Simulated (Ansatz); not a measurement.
# LaScF: the cost of one run

Computed with Ansatz 0.2.0 (DFT PBE, scalar-relativistic, plane waves, PAW, unless a step's input says otherwise).

2 further runs of the same task are left out: 1 that didn't finish, 1 set aside as unsound or not needed.

**1. The structure to begin with**

The structure is hexagonal, space group P-6m2 (No. 187). Conventional cell: a = 4.216 Å, b = 4.216 Å, c = 4.163 Å, α = 90.00°, β = 90.00°, γ = 120.00°. Around La (site symmetry -6m2) lie 6 Sc at 3.20 Å and 6 F at 3.20 Å. Sc (site symmetry -6m2) is surrounded by 3 F at 2.43 Å. Around F (site symmetry -6m2) lie 3 Sc at 2.43 Å and 6 La at 3.20 Å.

Structure file:

```
La Sc F
1.0
     4.21585    0.00000    0.00000
    -2.10792    3.65103    0.00000
     0.00000    0.00000    4.16291
La Sc F
1 1 1
Direct
  0.66667 0.33333 0.00000
  0.33333 0.66667 0.50000
  0.00000 0.00000 0.50000
```

Recipe of the guess: species swapped into a database cell of GdCuSi (P-6m2, No. 187), with La on the Gd sites, Sc on the Si sites and F on the Cu sites. Its size is a rough estimate.

**2. The guess as it stands, on a coarse mesh**

Input file input.yaml:

```yaml
crystal:
  lattice:
    - [4.21584969, 0.0, 0.0]
    - [-2.10792485, 3.65103293, 0.0]
    - [0.0, 0.0, 4.1629099]
  atoms:
    - { symbol: La, position: [0.66666667, 0.33333333, 0.0] }
    - { symbol: Sc, position: [0.33333333, 0.66666667, 0.5] }
    - { symbol: F, position: [0.0, 0.0, 0.5] }
basis:
  ecutwfc: 420
kpoints:
  mp_grid: { grid: [6, 6, 4] }
hamiltonian:
  xc: pbe
scf:
  occupations: { method: gaussian, width: 0.1 }
  lower_state_search: "off"
output:
  forces: true
  stress: true
  eigenvalues: true
```

The run is started by

```console
> ansatz run input.yaml --threads 1 --pin off --max-ram 2560MiB --backend cpu --events-out ev --progress --plain --runs-dir out
```

What time and memory should one allow on 1 thread of Intel Xeon at 2.50GHz (Skylake/Cascade Lake), shared host?

About 7.5 s, with a peak of 0.38 GiB.
